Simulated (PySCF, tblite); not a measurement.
# C8H7ClFN: infrared bands and NMR shifts

Aim: predict the infrared bands and NMR shifts of C8H7ClFN (`N#CC1=CC[C@H](CCl)C(F)=C1`).

Programs: tblite 0.8.0 and PySCF 2.14.0, with density-fitted response routines of our own. Each step states its level of theory. These are calculated values for one molecule in the gas phase, unless marked as measured. Atoms count from 0, in the outputs and in this text.

## (1) The molecule as given

18 atoms, charge 0, multiplicity 1; geometry from: GFN2-xTB.

Bonds of the start (Å): N0–C1 1.15, C1–C2 1.41, C2–C3 1.34, C3–C4 1.49, C4–C5 1.54, C5–C6 1.53, C6–Cl7 1.79, C5–C8 1.50, C8–F9 1.35, C8–C10 1.33, C10–C2 1.46, C3–H11 1.08, C4–H12 1.09, C4–H13 1.10, C5–H14 1.10, C6–H15 1.09, C6–H16 1.09, C10–H17 1.08.

## (2) Vibrational analysis with GFN2-xTB

Job settings and geometry (Å):

```
{"job": {"kind": "ir", "xc": "GFN2-xTB", "basis": "xTB"}, "charge": 0, "multiplicity": 1}
N      3.830482     1.438874    -0.747317
C      2.838561     0.920045    -0.501913
C      1.619603     0.281076    -0.177931
C      0.987075    -0.513732    -1.055547
C     -0.270464    -1.234439    -0.694106
C     -1.077431    -0.545296     0.416575
C     -2.057789     0.500908    -0.127897
Cl    -1.213327     1.773915    -1.056162
C     -0.161470     0.100700     1.416164
F     -0.719849     0.301761     2.627451
C      1.073258     0.511460     1.153609
H      1.402430    -0.698555    -2.034774
H     -0.898715    -1.349264    -1.579190
H      0.011016    -2.243006    -0.367326
H     -1.688855    -1.290133     0.939425
H     -2.778335     0.040252    -0.803488
H     -2.581883     0.997824     0.689015
H      1.676935     1.013928     1.891754
```

**Question.** This job is followed by: GIAO PBE0/pcSseg-1 NMR shielding, non-relativistic, gas phase. What will the session give for the following? strongest single infrared mode (GFN2-xTB); zero-point energy (GFN2-xTB); 13C shifts against TMS (PBE0/pcSseg-1); 1H shifts against TMS (PBE0/pcSseg-1); 15N shifts against NH3 (PBE0/pcSseg-1); 35Cl shifts against HCl (PBE0/pcSseg-1); 19F shifts against CFCl3 (PBE0/pcSseg-1).

The runs gave:

```
                                 quantity                                                    value
strongest single infrared mode (GFN2-xTB)                                    2378 cm⁻¹, 202 km/mol
             zero-point energy (GFN2-xTB)                                            80.7 kcal/mol
   13C shifts against TMS (PBE0/pcSseg-1)  170.9, 146.4, 122.8, 116.0, 112.2, 56.9, 39.8, 34.5 ppm
    1H shifts against TMS (PBE0/pcSseg-1)             6.50, 6.07, 3.93, 3.39, 3.21, 2.57, 2.56 ppm
   15N shifts against NH3 (PBE0/pcSseg-1)                                                314.1 ppm
  35Cl shifts against HCl (PBE0/pcSseg-1)                                                   62 ppm
 19F shifts against CFCl3 (PBE0/pcSseg-1)                                               -105.0 ppm
```

**Reading.** No mode is imaginary among the 48: a minimum at this level. The strongest single mode, at 2378 cm⁻¹, moves mainly C1 and N0. GFN2-xTB is a fitted tight-binding method: band positions and strengths are rough. Its intensities can rank the bands wrongly. At PBE0/pcSseg-1: Shielding is most anisotropic at N0 (span 440 ppm, paramagnetic term -387 ppm).
